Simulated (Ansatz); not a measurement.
# BBrH2: the cost of one run

Computed with Ansatz 0.2.0, Gaussian basis. Level: PBE0-D4/def2-TZVP structures, single points in def2-TZVPP, no counterpoise correction.

Levels: SPW92, PBE-D4, BLYP-D4, r2SCAN-D4, B97M-V, PBE0-D4, B3LYP-D4, r2SCAN0-D4, BHLYP-D4, CAM-B3LYP-D4, wB97X-V, wB97M-V, B2PLYP, PBE-QIDH, RPA on PBE, Hartree-Fock, MP2, CCSD, CCSD(T).

Correlated methods freeze the cores. Filled d shells of the heavier atoms are correlated. B3LYP uses VWN-RPA correlation. B2PLYP carries no dispersion term here.

94 further runs of the same task are left out: 94 set aside as unsound or not needed.

## (1) The starting structure

The complex: 9 atoms, charge 0, spin multiplicity 1.

Atoms are counted from 1 here; the program's logs count them from 0.

Bond lengths: B1–Br2 1.975 Å, B1–H3 1.194 Å, B1–H4 1.217 Å, B1–H5 1.303 Å, B1–Si6 2.201 Å, H5–Si6 1.635 Å, Si6–H7 1.474 Å, Si6–H8 1.477 Å, Si6–H9 1.488 Å. Angles: Br2–B1–H3 118.0°, Br2–B1–H4 113.2°, Br2–B1–H5 106.2°, Br2–B1–Si6 110.4°, H3–B1–H4 110.7°, H3–B1–H5 96.0°, H3–B1–Si6 126.4°, H4–B1–H5 111.4°, H4–B1–Si6 66.5°, H5–B1–Si6 47.6°, B1–H5–Si6 96.4°, B1–Si6–H5 36.0°, B1–Si6–H7 98.1°, B1–Si6–H8 103.1°, B1–Si6–H9 122.0°, H5–Si6–H7 123.4°, H5–Si6–H8 108.0°, H5–Si6–H9 87.8° and more.

Geometry (Å):

```xyz
9

B    -0.7148   -0.1571   -0.8533
Br    0.2556    0.3074   -2.5096
H    -1.9067   -0.0848   -0.8633
H    -0.3521   -1.2116   -0.3653
H    -0.5261    0.8363   -0.0321
Si    0.5927    0.0922    0.8992
H     1.7950   -0.5634    0.3546
H    -0.1181   -0.6550    1.9570
H     0.9747    1.4360    1.4128
```

Its parts: BH2Br holds atoms 1, 2, 3, 4; SiH4 holds atoms 5, 6, 7, 8, 9. Each part counts its atoms afresh in its own runs.

## (2) Relaxing BH2Br alone

relax-a/in.yaml

```yaml
crystal:
  periodic: [false, false, false]
  atoms:
    - {symbol: B, position_ang: [-0.714792, -0.157108, -0.853332]}
    - {symbol: Br, position_ang: [0.255567, 0.307437, -2.509583]}
    - {symbol: H, position_ang: [-1.906723, -0.084794, -0.863304]}
    - {symbol: H, position_ang: [-0.352063, -1.211632, -0.365335]}
basis:
  gaussian: {orbitals: def2-TZVP}
hamiltonian: {xc: pbe0, dispersion: d4}
relax: {f_tol: 0.005, max_steps: 200}
```

Launch:

```
ansatz run in.yaml --threads 3 --pin off --events-out ev --progress --plain --max-ram 6092MiB
```

**Question.** How long does this run take on 3 threads of Intel Xeon at 2.30GHz, shared host?

About 4.3 s.
